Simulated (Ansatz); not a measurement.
**C2H6FMoNO2: a ladder of functionals and wavefunction methods**

One table from this session's results is given with a row withheld; the runs are named, their logs left out.

The runs use Ansatz 0.2.0, Gaussian basis; functionals in def2-TZVPP, the program's frozen cores in correlated methods.

The runs, in order: LDA (SPW92), PBE-D4, revPBE-D4, BLYP-D4, r2SCAN-D4, B97M-V, PBE0-D4, B3LYP-D4, r2SCANh-D4, r2SCAN0-D4, HSE06-D4, BHLYP-D4, CAM-B3LYP-D4, LC-ωPBE, ωB97X-V, ωB97M-V, B2PLYP, PBE-QIDH; CCSD(T)/def2-SVP; CCSD(T)/def2-TZVPP; MP2/def2-QZVPP; extrapolation to the limit; RPA on PBE.

## The geometry

All runs share one geometry, relaxed beforehand with PBE0-D4 in a triple-zeta def2 set. Mo takes the def2 core potential; no spin-orbit term is included.

13 atoms, charge 0, spin multiplicity 1.

Atoms are counted from 1 here; the program's logs count them from 0.

Bond lengths: C1–N2 1.449 Å, C1–H8 1.096 Å, C1–H9 1.090 Å, C1–H10 1.096 Å, N2–C3 1.449 Å, N2–Mo4 1.905 Å, C3–H11 1.096 Å, C3–H12 1.096 Å, C3–H13 1.090 Å, Mo4–O5 1.681 Å, Mo4–O6 1.680 Å, Mo4–F7 1.861 Å. Angles: N2–C1–H8 110.3°, N2–C1–H9 110.9°, N2–C1–H10 110.3°, H8–C1–H9 108.5°, H8–C1–H10 108.3°, H9–C1–H10 108.5°, C1–N2–C3 113.7°, C1–N2–Mo4 123.2°, C3–N2–Mo4 122.9°, N2–C3–H11 110.2°, N2–C3–H12 110.3°, N2–C3–H13 110.9°, H11–C3–H12 108.3°, H11–C3–H13 108.5°, H12–C3–H13 108.5°, N2–Mo4–O5 107.8°, N2–Mo4–O6 107.7°, N2–Mo4–F7 108.6° and more.

The first run:

File in.yaml:

```yaml
crystal:
  periodic: [false, false, false]
  atoms:
    - {symbol: C, position_ang: [-0.692238, -0.435226, 1.284950]}
    - {symbol: N, position_ang: [0.006391, -0.118479, 0.055790]}
    - {symbol: C, position_ang: [1.062223, -1.054818, -0.272904]}
    - {symbol: Mo, position_ang: [-0.336668, 1.453988, -0.962992]}
    - {symbol: O, position_ang: [1.107653, 1.924723, -1.681895]}
    - {symbol: O, position_ang: [-0.917470, 2.629075, 0.088556]}
    - {symbol: F, position_ang: [-1.608466, 1.053872, -2.261837]}
    - {symbol: H, position_ang: [-1.206781, -1.398204, 1.191606]}
    - {symbol: H, position_ang: [-1.430492, 0.330664, 1.520798]}
    - {symbol: H, position_ang: [0.017144, -0.503901, 2.117993]}
    - {symbol: H, position_ang: [0.643423, -2.051965, -0.449216]}
    - {symbol: H, position_ang: [1.779546, -1.124076, 0.553242]}
    - {symbol: H, position_ang: [1.596035, -0.740253, -1.169293]}
basis:
  gaussian: {orbitals: def2-TZVPP}
hamiltonian: {xc: lda}
output: {orbitals: {seedname: orbitals}}
```

Started as:

```sh
$ ansatz run in.yaml --threads 2 --pin off --events-out ev --progress --plain --max-ram 32768MiB --backend cuda --devices 0, --max-vram 18GiB
```

Among the steps run: LDA; PBE-D4 (GGA); revPBE-D4 (GGA); BLYP-D4 (GGA); r2SCAN-D4 (meta-GGA); B97M-V (meta-GGA); B3LYP-D4 (hybrid); r2SCANh-D4 (hybrid); r2SCAN0-D4 (hybrid); HSE06-D4 (hybrid); BHLYP-D4 (hybrid); CAM-B3LYP-D4 (range-separated); LC-ωPBE (range-separated); ωB97X-V (range-separated); ωB97M-V (range-separated); B2PLYP (double hybrid); PBE-QIDH (double hybrid).

One of the session's tables, all rows but one given; the rest of the session is left out.

It belongs to the step «Frontier levels by functional». 

| functional | HOMO (eV) | LUMO (eV) | gap (eV) |
| --- | --- | --- | --- |
| LDA (SPW92) | -6.72 | -3.04 | 3.68 |
| PBE-D4 | -6.52 | -2.80 | 3.72 |
| revPBE-D4 | -6.45 | -2.71 | 3.73 |
| BLYP-D4 | -6.43 | -2.71 | 3.72 |
| r2SCAN-D4 | -6.79 | -2.76 | 4.03 |
| B97M-V | -6.88 | -2.71 | 4.18 |
| PBE0-D4 | -7.83 | -2.02 | 5.82 |
| B3LYP-D4 | -7.64 | -2.25 | 5.39 |
| r2SCANh-D4 | -7.28 | -2.46 | 4.82 |
| r2SCAN0-D4 | -8.02 | -1.99 | 6.03 |
| HSE06-D4 | -7.43 | -2.40 | 5.03 |
| BHLYP-D4 | -9.09 | -1.16 | 7.93 |
| CAM-B3LYP-D4 | ? | ? | ? |
| LC-ωPBE | -10.44 | 0.22 | 10.66 |
| ωB97X-V | -10.12 | 0.15 | 10.27 |
| ωB97M-V | -10.04 | 0.11 | 10.15 |

Q: Estimate the row for CAM-B3LYP-D4 from the others.

**Answer.** HOMO (eV): -9.19; LUMO (eV): -0.93; gap (eV): 8.25. In the column «HOMO (eV)» it lies between ωB97M-V (-10.04) and BHLYP-D4 (-9.09).
